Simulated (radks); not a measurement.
# Rh³⁺ in [Ar] 3d10 4s1.75 4p6 4d6 4f0.25: an all-electron calculation

One table from this session's results is given with a row withheld; the runs are named, their logs left out.

Program: radks (a radial shooting solver on a logarithmic mesh, Libxc functionals) version 1. Level of theory: scalar-relativistic Kohn-Sham, AM05, spin-unpolarised, spherical densities, finite nucleus. These are calculated values, not measurements, unless marked.

## The atom as given

- element: rhodium (Z = 45)
- charge: +3
- electrons: 42
- configuration: [Ar] 3d10 4s1.75 4p6 4d6 4f0.25
- nuclear rms radius: 4.4945 fm

The first run:

Input:

```text
Z 45
configuration [Ar] 3d10 4s1.75 4p6 4d6 4f0.25 5s0 5p0
relativity scalar-relativistic
functional am05,am05
spin unpolarised
nucleus finite rms 4.4945 fm
c 137.035999084
```

Command:

```console
python run_ks.py task.json out
```

The same process makes all the runs of this session.

Steps of the session up to this table: Self-consistent calculation.

One of the session's tables, all rows but one given; the rest of the session is left out.

It belongs to the step «Orbitals and density». From the orbitals of this run (lengths in bohr):

```
level      <r>  outermost maximum (interpolated)  90 % within  nodes
   1s  0.03266                            0.0212       0.0586      0
   2s   0.1420                             0.120        0.219      1
   2p   0.1238                            0.0958        0.202      0
   3s   0.3911                             0.352        0.577      2
   3p   0.3908                             0.345        0.589      1
   3d   0.3703                             0.291        0.588      0
   4s        ?                                 ?            ?      ?
   4p    1.059                             0.938         1.56      2
   4d    1.347                              1.10         2.08      1
   5s    2.424                              2.19         3.48      4
   5p    2.834                              2.54         4.10      3
   4f    4.127                              3.63         6.36      0
```

Q: Estimate the row for 4s from the others.

As computed: <r>: 0.9700; outermost maximum (interpolated): 0.878; 90 % within: 1.41; nodes: 3. In the column «<r>» it lies between 3s (0.3911) and 4p (1.059).
